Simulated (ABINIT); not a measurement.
# GaGe3 (Pm-3m) in ABINIT: equation of state

How stiff is GaGe3 in PBEsol, and what volume does it want? The cell is scaled to several volumes.

Program: ABINIT 10.8.3 (patched build). These are calculated values, not measurements. Logs are shortened: lines on timing, memory, paths and dates and some standing lists are left out, and cuts for length are marked. The log counts tension as positive stress, the text compression.

## 1. Starting point

It takes space group Pm-3m (No. 221, cubic). Conventional cell: a = 4.278 Å, b = 4.278 Å, c = 4.278 Å, α = 90.00°, β = 90.00°, γ = 90.00°. Around Ge (site symmetry 4/mmm) lie 8 Ge at 3.03 Å and 4 Ga at 3.03 Å. Ga (site symmetry m-3m) has 12 Ge at 3.03 Å as nearest neighbours.

The cell comes from a database or a generator and needn't be the stable form of this composition.

## 2. Equation of state, PBEsol

run.abi

```
ndtset 7
scalecart1 3*0.9795861087
scalecart2 3*0.9864848297
scalecart3 3*0.9932883884
scalecart4 3*1.0000000000
scalecart5 3*1.0066227096
scalecart6 3*1.0131594038
scalecart7 3*1.0196128224

pp_dirpath "./"
pseudos "Ge.upf, Ga.upf"

acell 8.0851289735 8.0851289735 8.0851289735
rprim
     1.0000000000     0.0000000000     0.0000000000
     0.0000000000     1.0000000000     0.0000000000
     0.0000000000     0.0000000000     1.0000000000
ntypat 2
znucl 32 31
natom 4
typat 1 1 1 2
xred
     0.5000000000     0.5000000000     0.0000000000
     0.5000000000     0.0000000000     0.5000000000
     0.0000000000     0.5000000000     0.5000000000
     0.0000000000     0.0000000000     0.0000000000

ecut 1088.455450 eV

kptopt 1
ngkpt 6 6 6
nshiftk 1
shiftk 0.0 0.0 0.0

ixc -116133

nband 33
occopt 3
tsmear 0.00183747

nstep 100
tolvrs 1.0e-10

iomode 3
prtwf 0
prtden 0
prteig 0
prtebands 0
prtvol 2
```

Potentials or basis: PseudoDojo NC SR PBEsol v0.4.1 standard.

Run with:

```
$ mpirun --bind-to none -np 4 abinit run.abi > log 2>&1
```

run.abo:

```text
.Version 10.8.3 of ABINIT
 DATASET    1 : space group Pm -3 m (#221); Bravais cP (primitive cubic)
================================================================================
 Values of the parameters that define the memory need for DATASET  1.
     intxc =       0    ionmov =       0      iscf =       7    lmnmax =       6
     lnmax =       6     mgfft =      48  mpssoang =       3    mqgrid =    3001
     natom =       4  nloc_mem =       1    nspden =       1   nspinor =       1
    nsppol =       1      nsym =      48    n1xccc =    2501    ntypat =       2
    occopt =       3   xclevel =       2
       mpw =        6026          nfft =      110592          nkpt =          20
================================================================================
================================================================================
[... 61 lines left out ...]
 DATASET    7 : space group Pm -3 m (#221); Bravais cP (primitive cubic)
================================================================================
 Values of the parameters that define the memory need for DATASET  7.
     intxc =       0    ionmov =       0      iscf =       7    lmnmax =       6
     lnmax =       6     mgfft =      48  mpssoang =       3    mqgrid =    3001
     natom =       4  nloc_mem =       1    nspden =       1   nspinor =       1
    nsppol =       1      nsym =      48    n1xccc =    2501    ntypat =       2
    occopt =       3   xclevel =       2
       mpw =        6799          nfft =      110592          nkpt =          20
================================================================================
================================================================================

--------------------------------------------------------------------------------
------------- Echo of variables that govern the present computation ------------
--------------------------------------------------------------------------------
 -outvars: echo values of preprocessed input variables --------
            acell      8.0851289735E+00  8.0851289735E+00  8.0851289735E+00 Bohr
              amu      7.26100000E+01  6.97230000E+01
             ecut      4.00000000E+01 Hartree
              ixc     -116133
           jdtset        1    2    3    4    5    6    7
         kptrlatt        6    0    0      0    6    0      0    0    6
          kptrlen1     4.75204802E+01
          kptrlen2     4.78551425E+01
          kptrlen3     4.81851884E+01
          kptrlen4     4.85107738E+01
          kptrlen5     4.88320466E+01
          kptrlen6     4.91491467E+01
          kptrlen7     4.94622070E+01
            natom           4
            nband          33
           ndtset           7
            ngfft          48      48      48
             nkpt          20
            nstep         100
             nsym          48
           ntypat           2
           occopt           3
           prtden           0
[... 88 lines left out ...]
                       0.0000000000E+00  0.0000000000E+00  0.0000000000E+00
            znucl       32.00000   31.00000

================================================================================

 chkinp: Checking input parameters for consistency, jdtset=   1.

 chkinp: Checking input parameters for consistency, jdtset=   2.
[... 29 lines left out ...]
 getcut: wavevector=  0.0000  0.0000  0.0000  ngfft=  48  48  48
         ecut(hartree)=     40.000   => boxcut(ratio)=   2.12871

--- Pseudopotential description ------------------------------------------------
- pspini: atom type   1  psp file is ./Ge.upf
12 -116133 2 -1 1560                          pspcod,pspxc,lmax,lloc,mmax
     nproj     2     2     2

- pspini: atom type   2  psp file is ./Ga.upf
12 -116133 2 -1 1902                          pspcod,pspxc,lmax,lloc,mmax
     nproj     2     2     2

   6.44117266E+03                                ecore*ucvol(ha*bohr**3)
--------------------------------------------------------------------------------

================================================================================

--- !BeginCycle
iteration_state: {dtset: 1, }
solver: {iscf: 7, nstep: 100, nline: 4, wfoptalg: 0, }
tolerances: {tolvrs: 1.00E-10, }
...
[... 3641 lines left out ...]
-Cartesian components of stress tensor (GPa)         [Pressure= -5.9684E+00 GPa]
- sigma(1 1)=  5.96838180E+00  sigma(3 2)=  0.00000000E+00
- sigma(2 2)=  5.96838180E+00  sigma(3 1)=  0.00000000E+00
- sigma(3 3)=  5.96838180E+00  sigma(2 1)=  0.00000000E+00

== END DATASET(S) ==============================================================
================================================================================

 -outvars: echo values of variables after computation  --------
            acell      8.0851289735E+00  8.0851289735E+00  8.0851289735E+00 Bohr
           etotal1    -3.4392357454E+02
           etotal2    -3.4392342145E+02
           etotal3    -3.4392280778E+02
           etotal4    -3.4392178383E+02
           etotal5    -3.4392039281E+02
           etotal6    -3.4391867464E+02
           etotal7    -3.4391666825E+02
            fcart1    -0.0000000000E+00 -0.0000000000E+00 -0.0000000000E+00
                      -0.0000000000E+00 -0.0000000000E+00 -0.0000000000E+00
                      -0.0000000000E+00 -0.0000000000E+00 -0.0000000000E+00
                      -0.0000000000E+00 -0.0000000000E+00 -0.0000000000E+00
            fcart2    -0.0000000000E+00 -0.0000000000E+00 -0.0000000000E+00
                      -0.0000000000E+00 -0.0000000000E+00 -0.0000000000E+00
                      -0.0000000000E+00 -0.0000000000E+00 -0.0000000000E+00
                      -0.0000000000E+00 -0.0000000000E+00 -0.0000000000E+00
            fcart3    -0.0000000000E+00 -0.0000000000E+00 -0.0000000000E+00
                      -0.0000000000E+00 -0.0000000000E+00 -0.0000000000E+00
[... 66 lines left out ...]
                       2.1392329985E+00  0.0000000000E+00  2.1392329985E+00
                       0.0000000000E+00  2.1392329985E+00  2.1392329985E+00
                       0.0000000000E+00  0.0000000000E+00  0.0000000000E+00
           xangst5     2.1534005175E+00  2.1534005175E+00  0.0000000000E+00
                       2.1534005175E+00  0.0000000000E+00  2.1534005175E+00
                       0.0000000000E+00  2.1534005175E+00  2.1534005175E+00
                       0.0000000000E+00  0.0000000000E+00  0.0000000000E+00
           xangst6     2.1673840294E+00  2.1673840294E+00  0.0000000000E+00
                       2.1673840294E+00  0.0000000000E+00  2.1673840294E+00
                       0.0000000000E+00  2.1673840294E+00  2.1673840294E+00
                       0.0000000000E+00  0.0000000000E+00  0.0000000000E+00
           xangst7     2.1811893954E+00  2.1811893954E+00  0.0000000000E+00
                       2.1811893954E+00  0.0000000000E+00  2.1811893954E+00
                       0.0000000000E+00  2.1811893954E+00  2.1811893954E+00
                       0.0000000000E+00  0.0000000000E+00  0.0000000000E+00
             xred      5.0000000000E-01  5.0000000000E-01  0.0000000000E+00
                       5.0000000000E-01  0.0000000000E+00  5.0000000000E-01
                       0.0000000000E+00  5.0000000000E-01  5.0000000000E-01
                       0.0000000000E+00  0.0000000000E+00  0.0000000000E+00
 Calculation completed.
```

Wall time 3.1 min (4 MPI ranks of AMD EPYC 9R45 (Zen 5), shared host); peak memory 0.56 GiB.

What came out:

| Quantity | Value |
| --- | --- |
| Equilibrium volume | 18.48 Å³/atom |
| Bulk modulus | 66 GPa |
| Pressure derivative of the bulk modulus | 4.5 |

Energy against volume, from the lowest point:
```tsv
volume (Å³/atom)	energy (meV/atom)
18.405	0.00
18.796	1.04
19.188	5.22
19.580	12.18
19.971	21.64
20.363	33.33
20.754	46.98
```

Caveat: pressures at fixed basis lie under the slope of the energies.
